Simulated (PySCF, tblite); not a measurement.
**C₆H₉S radical: geometry, infrared bands and EPR parameters**

Aim: predict the infrared bands and EPR parameters of C₆H₉S radical (`CSC12C[C](C1)C2`).

Programs: tblite 0.8.0 and PySCF 2.14.0, with density-fitted response routines of our own. Each step states its level of theory. These are calculated values for one molecule in the gas phase, unless marked as measured. Atoms count from 0, in the outputs and in this text.

### Step 1. Starting geometry

16 atoms, charge 0, multiplicity 2; geometry from: force field or distance geometry start.

Bonds of the start (Å): C0–S1 1.81, S1–C2 1.69, C2–C3 1.53, C3–C4 1.55, C4–C5 1.53, C4–C6 1.53, C5–C2 1.53, C6–C2 1.51, C0–H7 1.09, C0–H8 1.10, C0–H9 1.09, C3–H10 1.10, C3–H11 1.08, C5–H12 1.11, C5–H13 1.10, C6–H14 1.10, C6–H15 1.09.

### Step 2. Optimising the geometry with GFN2-xTB

Job settings and geometry (Å):

```
{"job": {"kind": "relax", "xc": "GFN2-xTB", "basis": "xTB"}, "charge": 0, "multiplicity": 2}
C      2.344900    -0.473200     0.374600
S      1.234300     0.765300     1.095700
C     -0.187300     0.365000     0.265700
C     -0.474600     0.418000    -1.236000
C     -1.836500    -0.029100    -0.646300
C     -1.553000     1.047300     0.407300
C     -0.982700    -0.924000     0.258600
H      3.340500    -0.362300     0.813900
H      1.977800    -1.484000     0.581900
H      2.408600    -0.327200    -0.701100
H      0.004100    -0.335300    -1.874800
H     -0.484800     1.379300    -1.732600
H     -2.105000     0.923900     1.359000
H     -1.654400     2.080000     0.056100
H     -1.483800    -1.232200     1.189700
H     -0.555800    -1.802700    -0.223100
```

Run with:

```bash
> OMP_NUM_THREADS=1 python probes_run.py task.json out
```

This one command runs all jobs of the session in turn.

**Question.** This job is followed by: GFN2-xTB harmonic vibrations, gas phase; UKS B3LYP, pcH-1 on C H S, non-relativistic, mean-field spin-orbit, GIAO. Predict these results of the whole session: strongest single infrared mode (GFN2-xTB); zero-point energy (GFN2-xTB); g(iso) (B3LYP); ⟨S²⟩; largest a(iso); surface potential, 1st and 99th percentile.

**Answer**, as computed:

| quantity | value |
| --- | --- |
| strongest single infrared mode (GFN2-xTB) | 3036 cm⁻¹, 58 km/mol |
| zero-point energy (GFN2-xTB) | 81.7 kcal/mol |
| g(iso) (B3LYP) | 2.00245 |
| ⟨S²⟩ | 0.754 (exact 0.75) |
| largest a(iso) | 13C on C4, 314.7 MHz |
| surface potential, 1st and 99th percentile | -1.02 V and 0.89 V |

**Reading.** Relaxing lowered the energy by 0.660 eV in 23 steps; the close pair that moved most is S1–C2, from 1.694 to 1.845 Å. No mode is imaginary among the 42: a minimum at this level. The strongest single mode, at 3036 cm⁻¹, moves mainly H10 and H15. Unscaled tight-binding wavenumbers are off by several per cent, some by more. Its intensities can rank the bands wrongly. The structure rearranged or came apart on optimisation; the results belong to the end geometry, not to the formula as drawn. C4 carries the largest spin population, 0.75 e. The isotropic g lies 0.1 ppt above the free-electron value.
